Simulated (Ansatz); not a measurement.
# CH6GeN2: the cost of one run

All numbers below are computed with Ansatz 0.2.0 (RKS PBE-D4/def2-SVP).

### Step 1. The starting structure

Bond lengths: C1–N2 1.240 Å, N2–Ge3 1.823 Å, Ge3–N4 1.938 Å, C1–H5 1.147 Å, C1–H6 1.079 Å, Ge3–H7 1.563 Å, Ge3–H8 1.533 Å, N4–H9 1.015 Å, N4–H10 1.101 Å. Angles: C1–N2–Ge3 119.0°, N2–C1–H5 118.5°, N2–C1–H6 127.4°, H5–C1–H6 114.1°, N2–Ge3–N4 111.4°, N2–Ge3–H7 111.7°, N2–Ge3–H8 112.0°, N4–Ge3–H7 105.7°, N4–Ge3–H8 107.1°, H7–Ge3–H8 108.5°, Ge3–N4–H9 106.0°, Ge3–N4–H10 101.9°, H9–N4–H10 103.7°.

As a file:

```xyz
10

C    -1.3113    0.7011   -0.9711
N    -1.2862   -0.2677   -0.1976
Ge    0.3196   -1.0240    0.2197
N     1.4951    0.2458    1.0934
H    -2.3272    1.1640   -1.2350
H    -0.4685    1.2015   -1.4221
H     1.0850   -1.4992   -1.0577
H     0.1631   -2.2193    1.1671
H     1.5443    1.0506    0.4768
H     0.8693    0.5961    1.9294
```

### Step 2. Preparing the start

The input, input.yaml:

```yaml
crystal:
  periodic: [false, false, false]
  atoms:
    - { symbol: C, position_ang: [-1.3113, 0.7011, -0.9711] }
    - { symbol: "N", position_ang: [-1.2862, -0.2677, -0.1976] }
    - { symbol: Ge, position_ang: [0.3196, -1.024, 0.2197] }
    - { symbol: "N", position_ang: [1.4951, 0.2458, 1.0934] }
    - { symbol: H, position_ang: [-2.3272, 1.164, -1.235] }
    - { symbol: H, position_ang: [-0.4685, 1.2015, -1.4221] }
    - { symbol: H, position_ang: [1.085, -1.4992, -1.0577] }
    - { symbol: H, position_ang: [0.1631, -2.2193, 1.1671] }
    - { symbol: H, position_ang: [1.5443, 1.0506, 0.4768] }
    - { symbol: H, position_ang: [0.8693, 0.5961, 1.9294] }
basis:
  gaussian: { orbitals: def2-SVP }
hamiltonian:
  xc: pbe
  dispersion: d4
relax:
  f_tol: 0.02
  max_steps: 40
scf:
  lower_state_search: "off"
```

Started as:

```sh
> ansatz run input.yaml --threads 2 --pin off --max-ram 3072MiB --backend cpu --events-out ev --progress --plain --runs-dir out
```

What time and memory should one allow on 2 threads of an Arm CPU, shared host?

About 21 s, with a peak of 0.13 GiB.
